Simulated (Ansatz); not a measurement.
# AlH₂Br: basis-set convergence

One table from this session's results is given with a row withheld; the runs are named, their logs left out.

The runs use Ansatz 0.2.0, Gaussian basis; one geometry, several basis sets.

Levels to be run: PBE0-D4/def2-SVP; ωB97M-V/def2-SVP; PBE0-D4/def2-QZVPP; ωB97M-V/def2-QZVPP; the functionals' def2-TZVPP values are taken from earlier runs.

### Structure used throughout

All runs share one geometry, relaxed beforehand with PBE0-D4 in a triple-zeta def2 set.

SMILES `[AlH2][Br]`, 4 atoms, charge 0, spin multiplicity 1.

Atoms are counted from 1 here; the program's logs count them from 0.

Bond lengths: Al1–Br2 2.257 Å, Al1–H3 1.576 Å, Al1–H4 1.576 Å. Angles: Br2–Al1–H3 117.6°, Br2–Al1–H4 117.6°, H3–Al1–H4 124.9°.

The first run:

The input, in.yaml:

```yaml
crystal:
  periodic: [false, false, false]
  atoms:
    - {symbol: Al, position_ang: [-0.148307, -0.064707, -0.110329]}
    - {symbol: Br, position_ang: [1.684920, 0.496611, 1.079655]}
    - {symbol: H, position_ang: [-0.561559, -1.584842, -0.139186]}
    - {symbol: H, position_ang: [-0.919653, 1.092738, -0.850440]}
basis:
  gaussian: {orbitals: def2-SVP}
hamiltonian: {xc: pbe0, dispersion: d4}
output: {orbitals: {seedname: orbitals}}
```

Among the steps run: PBE0-D4 in def2-SVP; ωB97M-V in def2-SVP; PBE0-D4 in def2-QZVPP; ωB97M-V in def2-QZVPP.

One table of the session follows, with a row left open; its other results are not shown here.

It belongs to the step «Density functionals: the series». 

```
functional       basis  HOMO (eV)  LUMO (eV)
   PBE0-D4    def2-SVP      -8.19      -1.72
   PBE0-D4  def2-TZVPP      -8.28      -1.75
   PBE0-D4  def2-QZVPP      -8.28      -1.77
   ωB97M-V    def2-SVP          ?          ?
   ωB97M-V  def2-TZVPP     -10.46      -0.11
   ωB97M-V  def2-QZVPP     -10.47      -0.23
```

**Question.** Estimate the row for ωB97M-V, def2-SVP.

As computed: HOMO (eV): -10.32; LUMO (eV): 0.01. In the column «HOMO (eV)» it lies between ωB97M-V, def2-TZVPP (-10.46) and PBE0-D4, def2-TZVPP (-8.28).
